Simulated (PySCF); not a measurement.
# C9H14: the cost of one run

Programs: PySCF 2.14.0, with density-fitted response routines of our own. Each step states its level of theory. These are calculated values for one molecule, in the gas phase or a continuum, unless marked as measured. Atoms count from 0, in the outputs and in this text.

## Step 1: The starting structure

23 atoms, charge 0, multiplicity 1; geometry from: GFN2-xTB. The atoms were then displaced at random by about 0.01 Å, so the start is not that level's minimum.

Bonds of the start (Å): C0–C1 1.33, C1–C2 1.50, C1–C3 1.47, C3–C4 1.56, C4–C5 1.50, C5–C6 1.31, C6–C7 1.51, C7–C8 1.54, C7–C3 1.57, C0–H9 1.06, C0–H10 1.10, C2–H11 1.06, C2–H12 1.08, C2–H13 1.09, C3–H14 1.10, C4–H15 1.10, C4–H16 1.08, C5–H17 1.08, C6–H18 1.08, C7–H19 1.08, C8–H20 1.11, C8–H21 1.07, C8–H22 1.09.

## Step 2: Geometry optimisation at PBE0-D3(BJ)/def2-SVP

The job: settings as JSON, then the geometry in Å.

```
{"job": {"xc": "PBE0", "basis": "def2-SVP", "d3": "d3bj", "grid": 1, "shake": 0.01, "kind": "geom"}, "charge": 0, "multiplicity": 1}
C      2.332270     0.760430     0.791470
C      1.475820     0.069690     0.037720
C      1.861680    -0.418970    -1.329880
C      0.124850    -0.241850     0.511540
C     -0.358900    -1.716480     0.320360
C     -1.797570    -1.589380    -0.077500
C     -2.119070    -0.355050    -0.377330
C     -0.967870     0.610930    -0.221680
C     -1.355130     1.874250     0.572660
H      3.295340     1.051950     0.457110
H      2.034890     1.124100     1.781850
H      1.043090    -0.413970    -2.000040
H      2.231130    -1.427530    -1.265450
H      2.657070     0.205900    -1.727600
H      0.025110    -0.011420     1.580230
H     -0.229860    -2.274900     1.254500
H      0.210970    -2.204070    -0.457120
H     -2.442210    -2.453490    -0.121090
H     -3.094880    -0.023700    -0.715930
H     -0.646460     0.914850    -1.202440
H     -2.095270     2.458220    -0.013870
H     -1.777430     1.593880     1.510160
H     -0.459910     2.490130     0.695150
```

Launch:

```console
$ OMP_NUM_THREADS=1 python probes_run.py task.json out
```

This one command runs all jobs of the session in turn.

**Question.** How long does this first job take on 1 thread of Intel Xeon Platinum 8375C at 2.90GHz, shared host, and how much memory does it need?

About 3.3 min, with a peak of 0.86 GiB.
